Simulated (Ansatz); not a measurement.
# CH5BO2Si: one species, many methods

An exercise on one series of results from a longer session: the logs are not shown, and one member is left open.

Program: Ansatz 0.2.0, Gaussian basis. Level of theory: functionals in def2-TZVPP, the program's frozen cores in correlated methods. These are calculated values, not measurements.

The runs, in order: PBE-D4, r2SCAN-D4, PBE0-D4, B3LYP-D4, ωB97X-V, ωB97M-V, B2PLYP; CCSD(T)/def2-TZVPP; MP2/def2-QZVPP; extrapolation to the limit.

### The relaxed structure

The geometry comes from an earlier relaxation with PBE0-D4 in a triple-zeta def2 set; it is a stationary point, not always the lowest conformer.

SMILES `O=CB(O)[SiH3]`, 10 atoms, charge 0, spin multiplicity 1.

Atoms are counted from 1 here; the program's logs count them from 0.

Bond lengths: O1–C2 1.212 Å, C2–B3 1.627 Å, C2–H6 1.110 Å, B3–O4 1.339 Å, B3–Si5 2.023 Å, O4–H7 0.976 Å, Si5–H8 1.491 Å, Si5–H9 1.491 Å, Si5–H10 1.485 Å. Angles: O1–C2–B3 117.5°, O1–C2–H6 118.9°, B3–C2–H6 123.6°, C2–B3–O4 112.2°, C2–B3–Si5 125.8°, O4–B3–Si5 122.0°, B3–O4–H7 108.8°, B3–Si5–H8 109.5°, B3–Si5–H9 109.2°, B3–Si5–H10 113.1°, H8–Si5–H9 107.0°, H8–Si5–H10 109.0°, H9–Si5–H10 109.0°.

The first run:

in.yaml reads:

```yaml
crystal:
  periodic: [false, false, false]
  atoms:
    - {symbol: O, position_ang: [-2.630404, -0.260705, 0.166606]}
    - {symbol: C, position_ang: [-1.503858, -0.400126, 0.591695]}
    - {symbol: B, position_ang: [-0.279011, 0.142671, -0.331925]}
    - {symbol: O, position_ang: [-0.712484, 0.693570, -1.472679]}
    - {symbol: Si, position_ang: [1.688380, 0.034469, 0.127597]}
    - {symbol: H, position_ang: [-1.359093, -0.885998, 1.579122]}
    - {symbol: H, position_ang: [-1.686650, 0.645447, -1.495495]}
    - {symbol: H, position_ang: [2.056480, -1.383755, 0.404452]}
    - {symbol: H, position_ang: [1.941511, 0.802253, 1.380811]}
    - {symbol: H, position_ang: [2.568128, 0.561075, -0.947284]}
basis:
  gaussian: {orbitals: def2-TZVPP}
hamiltonian: {xc: pbe, dispersion: d4}
output: {forces: true, orbitals: {seedname: orbitals}}
```

The run is started by

```sh
$ ansatz run in.yaml --threads 4 --pin off --events-out ev --progress --plain --max-ram 10444MiB
```

Steps of the session up to this table: PBE-D4 (GGA); r2SCAN-D4 (meta-GGA); PBE0-D4 (hybrid); B3LYP-D4 (hybrid); ωB97X-V (range-separated); ωB97M-V (range-separated); B2PLYP (double hybrid); CCSD(T) in def2-TZVPP; MP2 in def2-QZVPP.

One of the session's tables, all rows but one given; the rest of the session is left out.

It belongs to the step «Atomisation energies». 

```
            method  atomisation energy (eV)
            PBE-D4                   40.070
         r2SCAN-D4                   39.331
           PBE0-D4                   39.087
          B3LYP-D4                   39.163
           ωB97X-V                   39.305
           ωB97M-V                        ?
            B2PLYP                   38.786
     HF/def2-TZVPP                   28.150
    MP2/def2-TZVPP                   38.908
   CCSD/def2-TZVPP                   37.410
CCSD(T)/def2-TZVPP                   38.077
           MP2/CBS                   39.939
       CCSD(T)/CBS                   39.108
```

Estimate the missing values for ωB97M-V.

The run gave: atomisation energy (eV): 39.292. In the column «atomisation energy (eV)» it lies between B3LYP-D4 (39.163) and ωB97X-V (39.305).
